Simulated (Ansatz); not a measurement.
# One shape, several levels: SnClF (SMILES [F][Sn][Cl])

Aim: a comparison of 6 runs (UHF/STO-3G, r2SCAN/STO-3G, wB97X/STO-3G, UMP2/STO-3G, BCCD(T)/STO-3G, CCSDT(Q)/STO-3G) of SnClF. 

Program for the calculation: Ansatz 0.2.0.

59 further runs of the same task are left out: 12 that didn't finish, 47 set aside as unsound or not needed.

## Step 1: The system as given

SnClF has 3 atoms, charge 0, and is taken as a singlet. As SMILES, `[F][Sn][Cl]`. The Sn2–F1 distance was set to 2.903 Å, away from the relaxed value. At this shape a bond of the SMILES string is far longer than usual.

Bond lengths: Sn2–Cl3 2.360 Å.

## Step 2: The energy at UHF/STO-3G (run 1)

File in.yaml:

```yaml
crystal:
  periodic: [false, false, false]
  atoms:
    - {symbol: F, position_ang: [-2.166581, -0.114413, -1.211969]}
    - {symbol: Sn, position_ang: [0.164300, 0.898100, 0.190700]}
    - {symbol: Cl, position_ang: [1.214300, -1.186000, 0.540500]}
basis:
  gaussian: {orbitals: STO-3G}
magnetization: {spin_polarized: true, initial_magnetization: 0}
hamiltonian: {xc: hf}
accuracy: high
```

On the command line:

```console
$ ansatz run in.yaml --threads 1 --pin off --max-ram 2610MiB --events-out events.jsonl --progress --plain --runs-dir runs
```

Log:

```text
Warning: RAYON_NUM_THREADS=1 ignored (pool sized by the plan → 1); use --threads N
Functional definition: HF
  name "HF"
  exchange = exact_x
  correlation = 0
724 factors; integrals over basis functions are off by at most 2.0e-8 eV
mean field evaluation 1: about -177297.2197 eV, gradient 1.1e1 eV
mean field evaluation 2: about -177297.2665 eV, gradient 1.1e1 eV
mean field evaluation 4: about -177300.9437 eV, gradient 1.3e1 eV
mean field evaluation 8: about -177303.1962 eV, gradient 2.4e-1 eV
mean field evaluation 16: about -177303.1853 eV, gradient 6.5e-4 eV
mean field evaluation 32: about -177306.3877 eV, gradient 4.5e-1 eV
mean field evaluation 64: about -177306.3479 eV, gradient 8.7e-2 eV
mean field evaluation 96: about -177305.7446 eV, gradient 3.5e0 eV
mean field evaluation 128: about -177306.3953 eV, gradient 1.0e-2 eV
mean field evaluation 160: about -177306.2120 eV, gradient 3.2e-1 eV
mean field evaluation 192: about -177304.9363 eV, gradient 8.4e0 eV
mean field evaluation 224: about -177301.4272 eV, gradient 6.2e0 eV
mean field evaluation 256: about -177306.3576 eV, gradient 2.6e-7 eV
mean field evaluation 288: about -177303.1853 eV, gradient 7.1e-8 eV
mean field -177306.38052906 eV, -6515.8893018618 hartree, gradient 1.5e-8 eV, S^2 0.937673; 9 other end points of the search recorded, 0 dependent functions left out
reference -177306.38052906 eV, -6515.8893018618 hartree; 38, 38 occupied and 3, 3 virtual orbitals, 724 factors
Total energy: -177306.38052906 eV, -6515.8893018618 hartree
```

Wall time 6 s (1 thread of Arm Neoverse V1, shared host); peak memory 0.15 GiB.

## Step 3: The energy at r2SCAN/STO-3G (run 2)

File in.yaml:

```yaml
basis:
  gaussian:
    orbitals: STO-3G
crystal:
  periodic: [false, false, false]
  atoms:
    - {symbol: F, position_ang: [-2.166581, -0.114413, -1.211969]}
    - {symbol: Sn, position_ang: [0.164300, 0.898100, 0.190700]}
    - {symbol: Cl, position_ang: [1.214300, -1.186000, 0.540500]}
accuracy: high
hamiltonian:
  xc: r2scan
total_charge: 0
```

On the command line:

```console
$ ansatz run in.yaml --threads 1 --pin off --max-ram 2610MiB --events-out events.jsonl --progress --plain --runs-dir runs
```

Log:

```text
Warning: RAYON_NUM_THREADS=1 ignored (pool sized by the plan → 1); use --threads N
Functional definition: r2SCAN
  name "r2SCAN"
  parameter k0 = 0.174
  parameter k1 = 0.065
  parameter a1 = 4.9479
  exchange = r2scan_x(k0 = k0, k1 = k1, a1 = a1)
  correlation = r2scan_c
724 factors; integrals over basis functions are off by at most 2.0e-8 eV
mean field evaluation 1: about -177382.4112 eV, gradient 2.3e1 eV
mean field evaluation 2: about -177079.3327 eV, gradient 5.0e1 eV
mean field evaluation 4: about -177380.7980 eV, gradient 1.4e1 eV
mean field evaluation 8: about -177390.1409 eV, gradient 5.4e-2 eV
mean field evaluation 16: about -177352.2730 eV, gradient 7.0e1 eV
mean field evaluation 32: about -177390.1487 eV, gradient 1.8e-9 eV
mean field evaluation 64: about -177389.6989 eV, gradient 1.3e0 eV
mean field -177390.14870761 eV, -6518.9677256431 hartree, gradient 1.2e-8 eV, S^2 0.000000; 5 other end points of the search recorded, 0 dependent functions left out
reference -177390.14870789 eV, -6518.9677256538 hartree; 38, 38 occupied and 3, 3 virtual orbitals, 724 factors
Total energy: -177390.14870789 eV, -6518.9677256538 hartree
```

Run time: 13 s. Hardware: 1 thread of Arm Neoverse V1, shared host; peak memory 0.16 GiB.

Runs 3 to 5 aren't shown in full; the table further down has their settings and results.

## Step 4: A single-point energy at CCSDT(Q)/STO-3G (run 6)

File input.yaml:

```yaml
crystal:
  periodic: [false, false, false]
  atoms:
    - {symbol: F, position_ang: [-2.166581, -0.114413, -1.211969]}
    - {symbol: Sn, position_ang: [0.164300, 0.898100, 0.190700]}
    - {symbol: Cl, position_ang: [1.214300, -1.186000, 0.540500]}
basis:
  gaussian: {orbitals: STO-3G}
correlation: {method: ccsdt_q, frozen_orbitals: {Cl: 5, F: 1, Sn: 18}}
accuracy: high
scf: {omitted_lower_state_checks: [cluster_reference, increment]}
```

On the command line:

```console
$ ansatz run input.yaml --threads 1 --pin off --max-ram 2610MiB --events-out events.jsonl --progress --plain --runs-dir runs
```

Log:

```text
Warning: RAYON_NUM_THREADS=1 ignored (pool sized by the plan → 1); use --threads N
[... 14 lines left out ...]
24 core orbitals not correlated: weight in the atoms' cores, before any rotation towards them, 1.000 or more for the frozen orbitals, at most 0.000 for the correlated occupied ones
[... 64 lines left out ...]
WARN: these amplitudes may be one of several solutions (largest doubles amplitude 0.57, level shift 7.57 eV)
Total energy: -177307.59076502 eV, -6515.9337772129 hartree
Checks for a lower state left out: cluster_reference, increment
```

It took 3.6 s on 1 thread of Arm Neoverse V1, shared host; peak memory 0.14 GiB.

## Step 5: The series

```
run            level  frozen core orbitals   energy (Eh)  wall time
  1       UHF/STO-3G                     –  -6515.889302        6 s
  2    r2SCAN/STO-3G                     –  -6518.967726       13 s
  3     wB97X/STO-3G                     –  -6518.931209      9.3 s
  4      UMP2/STO-3G                    24  -6515.908751      8.7 s
  5   BCCD(T)/STO-3G                    24  -6515.931536        2 s
  6  CCSDT(Q)/STO-3G                    24  -6515.933777      3.6 s
```

## Step 6: Outcome

```
                                           quantity           value
                                run 6: total energy  -6515.93378 Eh
run 6: correlation energy (24 core orbitals frozen)      -161.9 mEh
                               run 6: T1 diagnostic           0.040
```

What this shows: Below the UHF energy at the same shape and in the same basis (STO-3G): UMP2 -19.4 mEh; BCCD(T) -42.2 mEh; CCSDT(Q) -44.5 mEh. Some of these start from another determinant than that one, so these aren't their correlation energies. Totals of different functionals can't be ranked against each other. In runs 5, 6 the log says that unrestricted orbitals would lower the reference, so the values rest on an unstable closed-shell determinant (other closed-shell runs at this shape may share the fault). In runs 1, 2, 3, 4, 5, 6 the basis is minimal, so the values are rough. In runs 1, 2, 3, 4, 5, 6 relativity is left out where basis or elements ask for it. Spin contamination of the reference: run 1 ⟨S²⟩ = 0.94, run 4 ⟨S²⟩ = 0.94. Where it is this large, the reference is a mixture of spin states, and values that rest on it are in doubt. All runs together took 43 s, the longest 13 s.
